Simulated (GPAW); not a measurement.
TiSn:

```xyz
2
Lattice="0.0000 2.8005 2.8005 2.8005 0.0000 2.8005 2.8005 2.8005 0.0000" Properties=species:S:1:pos:R:3 pbc="T T T"
Ti    0.0000    0.0000    0.0000
Sn    2.8005    2.8005    2.8005
```

The cell was built by a generator and needn't be a form met in nature.

Base run:

```yaml
Program: GPAW 26.7.0
Functional: r2SCAN
Potentials_or_basis: GPAW PAW data sets (gpaw-data 1.2.1)
Cutoff: 600 eV
Basis: pw
k_mesh: 8 × 8 × 8
Occupations: fermi-dirac, width 0.05 eV
Spin: no spin polarisation
```

Its results: pressure -1.0 GPa.

**Question.** After a change of settings the same cell gave: pressure -4.0 GPa. Which change was it?
A. functional from r2SCAN to TPSS
B. functional from r2SCAN to PBEsol; potentials or basis from GPAW PAW data sets (gpaw-data 1.2.1) to PAW data sets generated in the run's folder for this functional
C. functional from r2SCAN to revPBE; potentials or basis from GPAW PAW data sets (gpaw-data 1.2.1) to the program's PAW data sets (release 1.2.1) made for this functional
D. functional from r2SCAN to LDA; potentials or basis from GPAW PAW data sets (gpaw-data 1.2.1) to the program's PAW data sets (release 1.2.1) made for this functional

**Answer.** B.

Caveats: the PAW data sets were made with another functional, which shifts forces and pressure a little (some runs).

Runs at the PBE level aren't shown here.
